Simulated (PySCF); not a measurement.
# ZrNOH: structure of the singlet

Aim: relax ZrNOH as a singlet from a bent start, check by its vibrations whether the end is a minimum, and collect its spectrum and constants.

Computed with PySCF 2.14.0. Level: PBE0, basis Zr def2-TZVP with ECP28, N def2-TZVP, O def2-TZVP, H def2-TZVP, scalar-relativistic core potentials, no spin–orbit coupling, density fitting.

## Step 1: Starting geometry

4 atoms, charge 0, spin multiplicity 1.

Bond lengths: Zr1–N2 1.870 Å, Zr1–O3 2.170 Å, O3–H4 0.960 Å. Angles: N2–Zr1–O3 110.0°, Zr1–O3–H4 130.0°.

Z-matrix (Å, degrees; charge 0 multiplicity 1):
```
Zr
N  1 1.8700
O  1 2.1701 2 110.00
H  3 0.9599 1 130.00 2 90.00
```

## Step 2: The SCF at the typed geometry

One driver script runs all steps and calls PySCF; scf.py shows how it sets up the SCF of each step. The optimiser is the driver's own. After this first run the driver tries any further starts and a stability analysis.

The input, scf.py:

```python
from pyscf import gto, scf, dft
mol = gto.M(atom='''
Zr     0.000000     0.000000     0.000000
N      1.531800     0.000000     1.072600
O     -1.777600     0.000000     1.244700
H     -2.283000     0.735400     1.598600''',
    basis={'Zr': 'def2-TZVP', 'N': 'def2-TZVP', 'O': 'def2-TZVP', 'H': 'def2-TZVP'},
    ecp={'Zr': 'def2-TZVP'},
    charge=0, spin=0)
mf = dft.RKS(mol, xc='PBE0')
mf.grids.atom_grid = (50, 194)
aux = {'Zr': 'def2-universal-JKFIT', 'N': 'def2-universal-JKFIT', 'O': 'def2-universal-JKFIT', 'H': 'def2-universal-JKFIT'}
mf = mf.density_fit(auxbasis=aux)
mf.conv_tol = 1e-08
mf.diis_space = 10
mf.max_cycle = 60
mf.init_guess = 'minao'
mf.verbose = 4
mf.kernel()
```

Launch:

```console
$ OMP_NUM_THREADS=4 python axn.py task.json out
```

Standard output, cut to the lines that bear on the results:

```text
[... the frontier levels of the middle cycles are left out ...]
init E= -171.847659679942
  HOMO = -0.532724316387677  LUMO = -0.442463585404923  gap/eV = 2.45612
cycle= 1 E= -177.076613530203  delta_E= -5.23  |g|= 1.29  |ddm|= 4.65
  HOMO = -0.0565985749722413  LUMO = -0.0238045359991936  gap/eV = 0.89237
cycle= 2 E= -176.217135832427  delta_E= 0.859  |g|= 2.23  |ddm|= 2.41
  HOMO = -0.10404817716392  LUMO = -0.0931387631611508  gap/eV = 0.29686
cycle= 3 E= -177.049826751103  delta_E= -0.833  |g|= 1.26  |ddm|= 1.97
cycle= 4 E= -177.425406958427  delta_E= -0.376  |g|= 0.389  |ddm|= 0.93
cycle= 5 E= -177.434712602484  delta_E= -0.00931  |g|= 0.349  |ddm|= 0.394
cycle= 6 E= -177.460883551832  delta_E= -0.0262  |g|= 0.0308  |ddm|= 0.171
cycle= 7 E= -177.461120439253  delta_E= -0.000237  |g|= 0.00604  |ddm|= 0.0225
cycle= 8 E= -177.461139898887  delta_E= -1.95e-05  |g|= 0.00154  |ddm|= 0.0118
cycle= 9 E= -177.461143082282  delta_E= -3.18e-06  |g|= 0.00102  |ddm|= 0.00582
cycle= 10 E= -177.461144216763  delta_E= -1.13e-06  |g|= 0.000348  |ddm|= 0.00406
cycle= 11 E= -177.461144386424  delta_E= -1.7e-07  |g|= 6.35e-05  |ddm|= 0.00187
cycle= 12 E= -177.461144397147  delta_E= -1.07e-08  |g|= 2.18e-05  |ddm|= 0.00039
cycle= 13 E= -177.461144399494  delta_E= -2.35e-09  |g|= 7.18e-06  |ddm|= 0.000235
  HOMO = -0.210055087936531  LUMO = -0.109381503942469  gap/eV = 2.73947
Extra cycle  E= -177.461144399431  delta_E= 6.24e-11  |g|= 2.37e-05  |ddm|= 2.35e-05
converged SCF energy = -177.461144399431
```

This step, with its further starts and checks, ran for 6.6 s (4 threads of Arm Neoverse V1, shared host).

The starts that the driver tried:

```csv
start,energy (Eh)
the minimal-basis guess,-177.461144
a thermally smeared density,-177.461144
a smeared PBE density,-177.461144
```

The test of internal stability and the other starts found no lower closed-shell solution.

## Step 3: Relaxing the singlet from the bent start

The program finds C1 symmetry in the start.

scf.py, as its differences from that of step 2:

```diff
@@ -3,4 +3,4 @@
-Zr     0.000000     0.000000     0.000000
-N      1.531800     0.000000     1.072600
-O     -1.777600     0.000000     1.244700
-H     -2.283000     0.735400     1.598600''',
+Zr     0.076780    -0.006130    -0.302204
+N      1.608580    -0.006130     0.770396
+O     -1.700820    -0.006130     0.942496
+H     -2.206220     0.729270     1.296396''',
@@ -17 +16,0 @@
-mf.init_guess = 'minao'
```

Steps of the walk:

```csv
step,energy (Eh),change (kJ/mol),largest gradient (Eh/bohr)
0,-177.461144,0.00,0.09788
1,-177.489409,-74.21,0.02099
2,-177.494017,-86.31,0.04350
3,-177.494432,-87.40,0.05276
4,-177.501837,-106.84,0.01668
5,-177.503021,-109.95,0.02069
6,-177.503888,-112.22,0.01222
7,-177.504600,-114.09,0.00801
8,-177.504833,-114.71,0.00392
9,-177.504982,-115.10,0.00346
10,-177.505144,-115.52,0.00139
11,-177.505167,-115.58,0.00042
12,-177.505168,-115.58,0.00014
```

The walk took 17 s.

After 12 steps and 115.6 kJ/mol it ends at Cs: O–H 0.958 Å, Zr–N 1.705 Å, Zr–O 1.983 Å; H–O–Zr 122.2°, N–Zr–O 107.5°.

## Step 4: Vibrations and properties at this point

On the finer grid the gradient is checked again; gradients at displacements of ±0.02 bohr then give force constants and infrared intensities.

scf.py, as its differences from that of step 3:

```diff
@@ -3,4 +3,4 @@
-Zr     0.076780    -0.006130    -0.302204
-N      1.608580    -0.006130     0.770396
-O     -1.700820    -0.006130     0.942496
-H     -2.206220     0.729270     1.296396''',
+Zr     0.105030    -0.111098    -0.252956
+N      1.331551     0.303869     0.855624
+O     -1.638665     0.317706     0.587990
+H     -1.709776     0.691459     1.467522''',
@@ -11 +11 @@
-mf.grids.atom_grid = (50, 194)
+mf.grids.atom_grid = (75, 302)
@@ -14 +14 @@
-mf.conv_tol = 1e-08
+mf.conv_tol = 1e-10
```

The driver hands on the density of the step before, so the log starts near convergence.

SCF at the final geometry:

```text
init E= -177.505185141356
  HOMO = -0.210313279613214  LUMO = -0.0900030469196871  gap/eV = 3.27381
cycle= 1 E= -177.505185141348  delta_E= 8.53e-12  |g|= 6.49e-06  |ddm|= 4.43e-06
  HOMO = -0.210314472417711  LUMO = -0.0900026384066557  gap/eV = 3.27385
Extra cycle  E= -177.505185141246  delta_E= 1.02e-10  |g|= 2.24e-05  |ddm|= 1.46e-05
converged SCF energy = -177.505185141246
```

The whole step took 44 s.

Geometry: Cs; O–H 0.958 Å, Zr–N 1.705 Å, Zr–O 1.983 Å; H–O–Zr 122.6°, N–Zr–O 107.7°.

Harmonic modes (main isotopes):

```tsv
symmetry	ω (cm⁻¹)	IR (km/mol)	μ (u)
a'	232	35.3	5.41
a''	586	128	1.15
a'	600	227	1.91
a'	646	34.0	2.60
a'	1031	118	15.59
a'	3918	95.2	1.07
```

No imaginary mode, so this is a minimum.

Constants and moments:

| Property | Result |
| --- | --- |
| Dipole moment | 5.84 D |
| Highest occupied level | -5.72 eV |
| Lowest empty level | -2.45 eV |
| Rotational constants | 0.6175, 0.2321, 0.1687 cm⁻¹ |
| Zero-point energy | 41.9 kJ/mol |
| Principal polarisabilities | 28.9, 40.5, 65.4 bohr³ |
| Atomisation energy without zero-point energy | 1469 kJ/mol |
| Principal traceless quadrupole moments about the centre of mass | -18.94, 7.46, 11.48 D Å |
| Entropy at 298.15 K and 1 bar | 281.5 J/(mol K) |
| Heat capacity Cp at 298.15 K | 54.9 J/(mol K) |
| Enthalpy at 298.15 K above 0 K | 12.57 kJ/mol |
| Rotational symmetry number | 1 |

Charges (e) and bond orders:

```
atom  Mulliken  Löwdin  polar tensor  Mayer order to Zr1
 Zr1      1.01    0.60          1.53                   –
  N2     -0.60   -0.41         -0.89                2.93
  O3     -0.74   -0.35         -0.91                0.98
  H4      0.34    0.16          0.27                0.01
```

Outer orbital energies (eV). occupied: -25.93, -16.61, -12.58, -8.87, -8.66, -6.50, -6.26, -5.72; empty: -2.45, -1.12, -1.00, 0.31.

Mulliken populations on Zr1 (outside its core potential): s 2.09, p 6.18, d 2.65, f 0.08.

## Step 5: Stability of the closed shell

At the lowest minimum the closed shell is tested against spin polarisation, on the (50, 194) grid. It is stable.

## Step 6: Results

| quantity | value |
| --- | --- |
| minimum | singlet, Cs |
| geometry | O–H 0.958 Å, Zr–N 1.705 Å, Zr–O 1.983 Å; H–O–Zr 122.6°, N–Zr–O 107.7° |
| wavenumbers (cm⁻¹) | 232 (a'), 586 (a''), 600 (a'), 646 (a'), 1031 (a'), 3918 (a') |
| dipole moment | 5.84 D |
| highest occupied, lowest empty level | -5.72, -2.45 eV |
| polar-tensor charge of Zr1 | +1.53 e |
| zero-point energy | 41.9 kJ/mol |
| entropy at 298.15 K | 281.5 J/(mol K) |
| atomisation energy (no zero-point energy) | 1469 kJ/mol |

The bent start (C1) ends in a minimum of Cs symmetry. In the infrared the band at 600 cm⁻¹ (a') leads. With 5.8 D the molecule is strongly polar. Only this shape and spin were tried, so other structures or states may lie lower.

The search up to here ran for 70 s (4 threads of Arm Neoverse V1, shared host).
